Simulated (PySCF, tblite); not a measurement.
# C₄H₃FNOS radical: geometry, infrared bands and EPR parameters

Wanted: the infrared bands and EPR parameters of C₄H₃FNOS radical (`FCOc1n[c]cs1`), by calculation.

Programs: tblite 0.8.0 and PySCF 2.14.0, with density-fitted response routines of our own. Each step states its level of theory. These are calculated values for one molecule in the gas phase, unless marked as measured. Atoms are numbered from 0 throughout.

### Step 1. The starting structure

11 atoms, charge 0, multiplicity 2; geometry from: force field or distance geometry start.

Bonds of the start (Å): F0–C1 1.38, C1–O2 1.43, O2–C3 1.42, C3–N4 1.30, N4–C5 1.32, C5–C6 1.34, C6–S7 1.79, S7–C3 1.71, C1–H8 1.12, C1–H9 1.12, C6–H10 1.09.

### Step 2. Relaxing the molecule with GFN2-xTB

What the job is given:

```
{"job": {"kind": "relax", "xc": "GFN2-xTB", "basis": "xTB"}, "charge": 0, "multiplicity": 2}
F      1.899800    -0.106600    -1.518500
C      2.186800     0.185600    -0.196400
O      1.275900    -0.604400     0.574100
C     -0.116200    -0.377500     0.386100
N     -0.598800     0.509500    -0.435200
C     -1.905000     0.637000    -0.538500
C     -2.662500    -0.160400     0.232700
S     -1.456400    -1.132800     1.137100
H      3.248900    -0.028500     0.067300
H      1.885500     1.239600     0.015100
H     -3.752500    -0.158700     0.250400
```

Command:

```
$ OMP_NUM_THREADS=1 python probes_run.py task.json out
```

The driver reads the jobs from task.json and runs them one after another.

**Question.** This job is followed by: GFN2-xTB harmonic vibrations, gas phase; UKS B3LYP, pcH-1 on C F H N O S, non-relativistic, mean-field spin-orbit, GIAO. What will the session give for the following? strongest single infrared mode (GFN2-xTB); zero-point energy (GFN2-xTB); g(iso) (B3LYP); ⟨S²⟩; largest a(iso) (averaged by class); potential on the surface of density 0.002 e/bohr³, 1st and 99th percentile.

As calculated:

| quantity | value |
| --- | --- |
| strongest single infrared mode (GFN2-xTB) | 1150 cm⁻¹, 512 km/mol |
| zero-point energy (GFN2-xTB) | 40.8 kcal/mol |
| g(iso) (B3LYP) | 2.00260 |
| ⟨S²⟩ | 0.758 (exact 0.75) |
| largest a(iso) (averaged by class) | 13C on C5, 556.1 MHz |
| potential on the surface of density 0.002 e/bohr³, 1st and 99th percentile | -1.08 V and 1.37 V |

**Reading.** Over 46 steps the energy fell by 0.762 eV; of the close pairs, O2–C3 changed most, 1.423 to 1.340 Å. All 27 modes are real, so the xTB geometry is a minimum. The strongest single mode, at 1150 cm⁻¹, moves mainly C3 and O2. Unscaled tight-binding wavenumbers are off by several per cent, some by more. Its intensities can rank the bands wrongly. C5 carries the largest spin population, 0.91 e. The isotropic g lies 0.3 ppt above the free-electron value.
